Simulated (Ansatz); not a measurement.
# CH3Ga: the cost of one run

Method: PBE0-D4/def2-TZVP structures, single points in def2-TZVPP, no counterpoise correction; program: Ansatz 0.2.0, Gaussian basis.

Levels: SPW92, PBE-D4, BLYP-D4, r2SCAN-D4, B97M-V, PBE0-D4, B3LYP-D4, r2SCAN0-D4, BHLYP-D4, CAM-B3LYP-D4, wB97X-V, wB97M-V, B2PLYP, PBE-QIDH, RPA on PBE, Hartree-Fock, MP2, CCSD, CCSD(T).

Cores are frozen in the correlated methods. Filled d shells of the heavier atoms are correlated. B3LYP uses VWN-RPA correlation. B2PLYP carries no dispersion term here.

56 further runs of the same task are left out: 56 set aside as unsound or not needed.

**1. The starting structure**

The complex: 8 atoms, charge 0, spin multiplicity 1.

Atoms are counted from 1 here; the program's logs count them from 0.

Bond lengths: Ga1–C4 2.055 Å, S2–H3 1.342 Å, S2–H5 1.343 Å, C4–H6 1.096 Å, C4–H7 1.097 Å, C4–H8 1.096 Å. Angles: H3–S2–H5 93.1°, Ga1–C4–H6 112.7°, Ga1–C4–H7 111.5°, Ga1–C4–H8 109.8°, H6–C4–H7 107.6°, H6–C4–H8 107.5°, H7–C4–H8 107.3°.

Geometry (Å):

```mol
CH5GaS
  3D, bonds by distance, orders not assigned

  8  6  0  0  0  0  0  0  0  0999 V2000
   -0.8531   -1.4979   -0.3100 Ga  0  0
    0.2922    0.7700   -1.8971 S   0  0
    1.0006    0.0571   -2.7859 H   0  0
   -0.5020   -0.2567    1.2897 C   0  0
    1.3632    1.0040   -1.1220 H   0  0
   -0.9753    0.7253    1.1760 H   0  0
    0.5716   -0.0919    1.4437 H   0  0
   -0.8972   -0.7098    2.2056 H   0  0
  1  4  8  0
  2  3  8  0
  2  5  8  0
  4  6  8  0
  4  7  8  0
  4  8  8  0
M  END
```

Its parts: CH₃Ga holds atoms 1, 4, 6, 7, 8; H₂S holds atoms 2, 3, 5. Each part counts its atoms afresh in its own runs.

**2. Relaxing CH₃Ga alone**

Contents of relax-a/in.yaml:

```yaml
crystal:
  periodic: [false, false, false]
  atoms:
    - {symbol: Ga, position_ang: [-0.853098, -1.497929, -0.310007]}
    - {symbol: C, position_ang: [-0.501980, -0.256742, 1.289743]}
    - {symbol: H, position_ang: [-0.975333, 0.725344, 1.175963]}
    - {symbol: H, position_ang: [0.571597, -0.091893, 1.443677]}
    - {symbol: H, position_ang: [-0.897156, -0.709791, 2.205576]}
basis:
  gaussian: {orbitals: def2-TZVP}
hamiltonian: {xc: pbe0, dispersion: d4}
relax: {f_tol: 0.005, max_steps: 200}
```

Started as:

```sh
$ ansatz run in.yaml --threads 4 --pin off --events-out ev --progress --plain --max-ram 9574MiB
```

**Question.** How long does this run take on 4 threads of Arm Neoverse V1, shared host?

About 3.1 s.
